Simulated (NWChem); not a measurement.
# C2H7FOSi2 (SMILES C=C[SiH2]O[SiH2]F) at 4 levels

Wanted: a comparison of 4 runs (HF/STO-3G, HF/3-21G, B3LYP/6-31G*) of C2H7FOSi2. 

Program for the calculation: NWChem 7.3.0.

## Step 1: The structure to begin with

C2H7FOSi2: 13 atoms, total charge 0, spin state singlet. SMILES: `C=C[SiH2]O[SiH2]F`. The coordinates come from a PBE0-D4/def2-TZVP relaxation. This is one conformer, not always the lowest.

Bond lengths: C1–C2 1.330 Å, C2–Si3 1.850 Å, Si3–O4 1.643 Å, O4–Si5 1.615 Å, Si5–F6 1.594 Å, C1–H7 1.086 Å, C1–H8 1.086 Å, C2–H9 1.089 Å, Si3–H10 1.486 Å, Si3–H11 1.489 Å, Si5–H12 1.480 Å, Si5–H13 1.477 Å. Some angles: C1–C2–Si3 123.1°, C2–Si3–O4 108.2°, Si3–O4–Si5 147.9°, O4–Si5–F6 109.7°, C1–C2–H9 118.5°, Si3–C2–H9 118.4°, C2–C1–H7 122.2°, C2–C1–H8 121.4°, C2–Si3–H10 110.9°, C2–Si3–H11 110.8°.

## Step 2: Energy and gradient at HF/STO-3G (run 1)

File calc.xyz:

```xyz
13
C2H7FOSi2
C     -0.732200    -2.162700     0.447200
C      0.406300    -1.689700     0.945200
Si     0.951700     0.064800     0.728100
O     -0.184100     0.848600    -0.163600
Si    -0.516400     1.976500    -1.270800
F     -0.436200     3.422400    -0.604900
H     -1.040000    -3.195300     0.585200
H     -1.408500    -1.530200    -0.120300
H      1.047400    -2.365500     1.510200
H      1.091500     0.743100     2.042300
H      2.261900     0.128100     0.024300
H      0.480500     1.946200    -2.364300
H     -1.901500     1.779000    -1.743800
```

File run.py:

```python
from ase.io import read
from ase.calculators.nwchem import NWChem

atoms = read('calc.xyz')

calc = NWChem(
    label='calc',
    theory='scf',
    memory='2200 mb',
    basis='STO-3G',
    basispar='spherical bse',
    scf={'nopen': '0', 'rhf': None, 'thresh': '1e-08', 'maxiter': '80'},
)
atoms.calc = calc

forces = atoms.get_forces()
print(f"energy = {atoms.get_potential_energy():.6f} eV")
print("forces (eV/A):")
for s, f in zip(atoms.symbols, forces):
    print(f"{s:2s} {f[0]:10.5f} {f[1]:10.5f} {f[2]:10.5f}")
print("dipole (e A):", atoms.get_dipole_moment().round(4))
```

Started as:

```console
$ export ASE_NWCHEM_COMMAND="nwchem PREFIX.nwi > PREFIX.nwo"
$ python run.py
```

The log of the run:

```text
energy = -22367.746232 eV
forces (eV/A):
C     1.49047    0.53052    0.68669
C    -1.23644   -0.66370   -0.48758
Si    1.00916    1.57120   -0.14018
O    -0.04381   -0.31208    0.32483
Si    0.04093   -1.03883   -1.31275
F     0.07549    0.62210    0.40335
H    -0.05260    0.15802   -0.07934
H     0.02571   -0.15339    0.05651
H    -0.19134    0.16337   -0.16285
H    -0.09215   -0.79262   -1.33996
H    -1.33749   -0.16136    0.83813
H    -1.09143   -0.02468    0.90883
H     1.40351    0.10140    0.30426
dipole (e A): [ 0.1065 -0.1838 -0.0887]
```

The calculator wrote calc.nwi:

```
title "calc"

permanent_dir calc

scratch_dir calc

start calc

geometry units angstrom nocenter noautosym noautoz
  C  -7.3219999999999996e-01 -2.1627000000000001e+00 4.4719999999999999e-01
  C  4.0629999999999999e-01 -1.6897000000000000e+00 9.4520000000000004e-01
  Si 9.5169999999999999e-01 6.4799999999999996e-02 7.2809999999999997e-01
  O  -1.8410000000000001e-01 8.4860000000000002e-01 -1.6360000000000000e-01
  Si -5.1639999999999997e-01 1.9764999999999999e+00 -1.2707999999999999e+00
  F  -4.3619999999999998e-01 3.4224000000000001e+00 -6.0489999999999999e-01
  H  -1.0400000000000000e+00 -3.1953000000000000e+00 5.8520000000000005e-01
  H  -1.4085000000000001e+00 -1.5302000000000000e+00 -1.2030000000000000e-01
  H  1.0474000000000001e+00 -2.3654999999999999e+00 1.5102000000000000e+00
  H  1.0914999999999999e+00 7.4309999999999998e-01 2.0423000000000000e+00
  H  2.2618999999999998e+00 1.2809999999999999e-01 2.4299999999999999e-02
  H  4.8049999999999998e-01 1.9461999999999999e+00 -2.3643000000000001e+00
  H  -1.9015000000000000e+00 1.7789999999999999e+00 -1.7438000000000000e+00
end

memory 2200 mb

basis spherical bse noprint
   * library STO-3G
end

scf
  nopen 0
  rhf
  thresh 1e-08
  maxiter 80
end

task scf gradient
```

calc.nwo:

```text
Northwest Computational Chemistry Package (NWChem) 7.3.0
             --------------------------------------------------------

           Job information
           ---------------

    nwchem branch   = 7.3.0
    use scalapack   = T
    input           = calc.nwi
    prefix          = calc.
    data base       = calc/calc.db
    status          = startup
    nproc           =        1

           Memory information
           ------------------

    heap     =     72089594 doubles =      550.0 Mbytes
    stack    =     72089599 doubles =      550.0 Mbytes
    global   =    144179200 doubles =     1100.0 Mbytes (distinct from heap & stack)
    total    =    288358393 doubles =     2200.0 Mbytes
    verify   = yes
    hardfail = no

[... 145 lines left out ...]
 Convergence threshold     :          1.000E-08
[... 13 lines left out ...]
       Final RHF  results
[... 3 lines left out ...]
      One-electron energy =  -1867.189277633427
[... 1 line left out ...]
 Nuclear repulsion energy =    362.682707142401
[... 50 lines left out ...]
                       ROHF Final Molecular Orbital Analysis
[... 266 lines left out ...]
                         RHF ENERGY GRADIENTS

    atom               coordinates                        gradient
                 x          y          z           x          y          z
   1 C      -1.383657  -4.086910   0.845085   -0.028985  -0.010317  -0.013354
   2 C       0.767796  -3.193070   1.786169    0.024045   0.012907   0.009482
   3 Si      1.798452   0.122454   1.375909   -0.019625  -0.030555   0.002726
[... 9 lines of this table left out ...]
  13 H      -3.593314   3.361823  -3.295304   -0.027294  -0.001972  -0.005917

                 ----------------------------------------
                 |  Time  |  1-e(secs)   |  2-e(secs)   |
                 ----------------------------------------
                 |  CPU   |       0.00   |       0.96   |
                 ----------------------------------------
                 |  WALL  |       0.00   |       0.96   |
                 ----------------------------------------

 Task  times  cpu:        5.5s     wall:        5.5s
 Total times  cpu:        5.5s     wall:        5.5s
```

Wall time 6.9 s (1 thread of Intel Xeon Platinum 8488C (Sapphire Rapids), shared host); peak memory 0.096 GiB.

## Step 3: Energy and gradient at HF/3-21G (run 2)

File c2h7fosi2.xyz:

```xyz
13
C2H7FOSi2 hf
C     -0.732200    -2.162700     0.447200
C      0.406300    -1.689700     0.945200
Si     0.951700     0.064800     0.728100
O     -0.184100     0.848600    -0.163600
Si    -0.516400     1.976500    -1.270800
F     -0.436200     3.422400    -0.604900
H     -1.040000    -3.195300     0.585200
H     -1.408500    -1.530200    -0.120300
H      1.047400    -2.365500     1.510200
H      1.091500     0.743100     2.042300
H      2.261900     0.128100     0.024300
H      0.480500     1.946200    -2.364300
H     -1.901500     1.779000    -1.743800
```

File run.py:

```python
from ase.io import read
from ase.calculators.nwchem import NWChem

system = read('c2h7fosi2.xyz')

calc = NWChem(
    label='c2h7fosi2',
    theory='scf',
    memory='2200 mb',
    basis='3-21G',
    basispar='spherical bse',
    scf={'nopen': '0', 'rhf': None, 'thresh': '1e-08', 'maxiter': '80'},
)
system.calc = calc

forces = system.get_forces()
print("Total energy (eV):", round(system.get_potential_energy(), 6))
print("forces (eV/A):")
for s, f in zip(system.symbols, forces):
    print(f"{s:2s} {f[0]:10.5f} {f[1]:10.5f} {f[2]:10.5f}")
print("dipole (e A):", system.get_dipole_moment().round(4))
```

Started as:

```console
$ export ASE_NWCHEM_COMMAND="nwchem PREFIX.nwi > PREFIX.nwo"
$ python run.py
```

The log of the run:

```text
Total energy (eV): -22521.829631
forces (eV/A):
C     0.11390    0.07317    0.04623
C    -0.39682   -1.20837    0.09143
Si    0.45622    0.09436    0.66962
O     0.26853    0.01399   -0.03754
Si   -0.90673   -0.57963   -1.33085
F     0.11986    1.29075    0.61197
H     0.10958    0.42372   -0.06248
H     0.27619   -0.26981    0.24143
H    -0.23454    0.23623   -0.20677
H     0.07379   -0.04371   -0.00453
H     0.02016   -0.00663   -0.01363
H    -0.07029   -0.06032    0.08037
H     0.17010    0.03636   -0.08531
dipole (e A): [ 0.045  -0.4493 -0.1624]
```

The calculator wrote c2h7fosi2.nwi:

```
title "c2h7fosi2"

permanent_dir c2h7fosi2

scratch_dir c2h7fosi2

start c2h7fosi2

geometry units angstrom nocenter noautosym noautoz
  C  -7.3219999999999996e-01 -2.1627000000000001e+00 4.4719999999999999e-01
  C  4.0629999999999999e-01 -1.6897000000000000e+00 9.4520000000000004e-01
  Si 9.5169999999999999e-01 6.4799999999999996e-02 7.2809999999999997e-01
  O  -1.8410000000000001e-01 8.4860000000000002e-01 -1.6360000000000000e-01
  Si -5.1639999999999997e-01 1.9764999999999999e+00 -1.2707999999999999e+00
  F  -4.3619999999999998e-01 3.4224000000000001e+00 -6.0489999999999999e-01
  H  -1.0400000000000000e+00 -3.1953000000000000e+00 5.8520000000000005e-01
  H  -1.4085000000000001e+00 -1.5302000000000000e+00 -1.2030000000000000e-01
  H  1.0474000000000001e+00 -2.3654999999999999e+00 1.5102000000000000e+00
  H  1.0914999999999999e+00 7.4309999999999998e-01 2.0423000000000000e+00
  H  2.2618999999999998e+00 1.2809999999999999e-01 2.4299999999999999e-02
  H  4.8049999999999998e-01 1.9461999999999999e+00 -2.3643000000000001e+00
  H  -1.9015000000000000e+00 1.7789999999999999e+00 -1.7438000000000000e+00
end

memory 2200 mb

basis spherical bse noprint
   * library 3-21G
end

scf
  nopen 0
  rhf
  thresh 1e-08
  maxiter 80
end

task scf gradient
```

c2h7fosi2.nwo:

```text
Northwest Computational Chemistry Package (NWChem) 7.3.0
             --------------------------------------------------------

           Job information
           ---------------

    nwchem branch   = 7.3.0
    use scalapack   = T
    input           = c2h7fosi2.nwi
    prefix          = c2h7fosi2.
    data base       = c2h7fosi2/c2h7fosi2.db
    status          = startup
    nproc           =        1

           Memory information
           ------------------

    heap     =     72089596 doubles =      550.0 Mbytes
    stack    =     72089601 doubles =      550.0 Mbytes
    global   =    144179200 doubles =     1100.0 Mbytes (distinct from heap & stack)
    total    =    288358397 doubles =     2200.0 Mbytes
    verify   = yes
    hardfail = no

[... 145 lines left out ...]
 Convergence threshold     :          1.000E-08
[... 12 lines left out ...]
       Final RHF  results
[... 3 lines left out ...]
      One-electron energy =  -1867.833638852941
[... 1 line left out ...]
 Nuclear repulsion energy =    362.682707142401
[... 50 lines left out ...]
                       ROHF Final Molecular Orbital Analysis
[... 299 lines left out ...]
                         RHF ENERGY GRADIENTS

    atom               coordinates                        gradient
                 x          y          z           x          y          z
   1 C      -1.383657  -4.086910   0.845085   -0.002215  -0.001423  -0.000899
   2 C       0.767796  -3.193070   1.786169    0.007717   0.023499  -0.001778
   3 Si      1.798452   0.122454   1.375909   -0.008872  -0.001835  -0.013022
[... 9 lines of this table left out ...]
  13 H      -3.593314   3.361823  -3.295304   -0.003308  -0.000707   0.001659

                 ----------------------------------------
                 |  Time  |  1-e(secs)   |  2-e(secs)   |
                 ----------------------------------------
                 |  CPU   |       0.01   |       1.09   |
                 ----------------------------------------
                 |  WALL  |       0.01   |       1.09   |
                 ----------------------------------------

 Task  times  cpu:        6.2s     wall:        6.2s
 Total times  cpu:        6.2s     wall:        6.2s
```

Wall time 7.5 s (1 thread of Intel Xeon Platinum 8488C (Sapphire Rapids), shared host); peak memory 0.097 GiB.

Run 3 isn't shown in full; the table further down has it.

## Step 4: Energy and forces at B3LYP/6-31G(d) (Cartesian functions) (run 4)

File c2h7fosi2.nw:

```
start c2h7fosi2
memory stack 880 mb heap 220 mb global 1100 mb
charge 0
geometry units angstroms noautosym nocenter noautoz
C    -0.732200   -2.162700    0.447200
C     0.406300   -1.689700    0.945200
Si    0.951700    0.064800    0.728100
O    -0.184100    0.848600   -0.163600
Si   -0.516400    1.976500   -1.270800
F    -0.436200    3.422400   -0.604900
H    -1.040000   -3.195300    0.585200
H    -1.408500   -1.530200   -0.120300
H     1.047400   -2.365500    1.510200
H     1.091500    0.743100    2.042300
H     2.261900    0.128100    0.024300
H     0.480500    1.946200   -2.364300
H    -1.901500    1.779000   -1.743800
end
basis
* library 6-31G*
end
dft
xc b3lyp
grid fine
convergence energy 1e-08
iterations 100
mulliken
end
task dft gradient
```

Started as:

```console
$ nwchem c2h7fosi2.nw > c2h7fosi2.out
```

The log of the run:

```text
[...]
          Wavefunction type:  closed shell.
          No. of atoms     :    13
          No. of electrons :    64
[...]
          Charge           :     0
          Spin multiplicity:     1
[...]
          AO basis - number of functions:   112
[...]
              XC Information
              --------------
                         B3LYP Method XC Potential
                     Hartree-Fock (Exact) Exchange  0.200
                        Slater Exchange Functional  0.800 local
                    Becke 1988 Exchange Functional  0.720 non-local
              Lee-Yang-Parr Correlation Functional  0.810
                  VWN I RPA Correlation Functional  0.190 local
[...]
 d= 0,ls=0.0,diis     1   -834.4932403471 -1.20D+03  1.36D-02  1.06D+00     4.3
[...]
 d= 0,ls=0.0,diis    11   -834.5956232840 -7.41D-11  8.57D-08  2.51D-10    39.0
         Total DFT energy =     -834.595623283985
      One electron energy =    -1874.404262907526
           Coulomb energy =      751.679748507029
    Exchange-Corr. energy =      -74.553816025889
 Nuclear repulsion energy =      362.682707142401
[...]
  wavefunction    = closed shell
                         DFT ENERGY GRADIENTS
    atom               coordinates                        gradient
                 x          y          z           x          y          z
   1 C      -1.383657  -4.086910   0.845085    0.006861   0.003328   0.002725
   2 C       0.767796  -3.193070   1.786169   -0.006807  -0.001179  -0.003343
   3 Si      1.798452   0.122454   1.375909   -0.008407   0.002037  -0.005690
   4 O      -0.347899   1.603621  -0.309159    0.005085   0.003595  -0.001584
   5 Si     -0.975855   3.735043  -2.401464    0.003436  -0.001933   0.010772
   6 F      -0.824298   6.467398  -1.143095   -0.000386  -0.010599  -0.004363
   7 H      -1.965315  -6.038241   1.105868    0.001265   0.001766   0.000206
   8 H      -2.661679  -2.891659  -0.227334    0.001401  -0.000150   0.000862
   9 H       1.979299  -4.470147   2.853864   -0.001119   0.001450  -0.001055
  10 H       2.062636   1.404255   3.859387   -0.000622  -0.000255  -0.000650
  11 H       4.274371   0.242074   0.045920   -0.000996  -0.000059  -0.000170
[...]
```

Wall time 49 s (1 thread of Intel Xeon Platinum 8488C (Sapphire Rapids), shared host); peak memory 0.13 GiB.

## Step 5: The series

```
run                               level  iteration cap  module  energy (Eh)  dipole moment (D)  HOMO energy (eV)  LUMO energy (eV)  wall time
  1                           HF/STO-3G             80     scf  -821.999519               1.11             -8.46              8.48      6.9 s
  2                            HF/3-21G             80     scf  -827.661980               2.30            -10.44              4.00      7.5 s
  3  B3LYP/6-31G* (spherical functions)            100     dft  -834.588139               1.86             -7.58             -0.27       49 s
  4  B3LYP/6-31G* (Cartesian functions)            100     dft  -834.595623               1.86             -7.58             -0.27       49 s
```

## Step 6: What came out

| quantity | value |
| --- | --- |
| run 4: total energy | -834.59562 Eh |
| run 4: dipole moment | 1.86 D |
| run 4: HOMO energy | -7.58 eV |
| run 4: LUMO energy | -0.27 eV |
| run 4: HOMO–LUMO gap | 7.31 eV |
| run 4: largest force on an atom | 0.590 eV/Å |

In words: The dipole moment (its size) runs from 1.11 D (HF/STO-3G) to 2.30 D (HF/3-21G). The HOMO–LUMO gap runs from 7.31 eV (B3LYP/6-31G*) to 16.94 eV (HF/STO-3G). The two ends differ in method and basis. In run 1 the basis is minimal, so the values are rough. All runs together took 1.9 min, the longest 49 s.
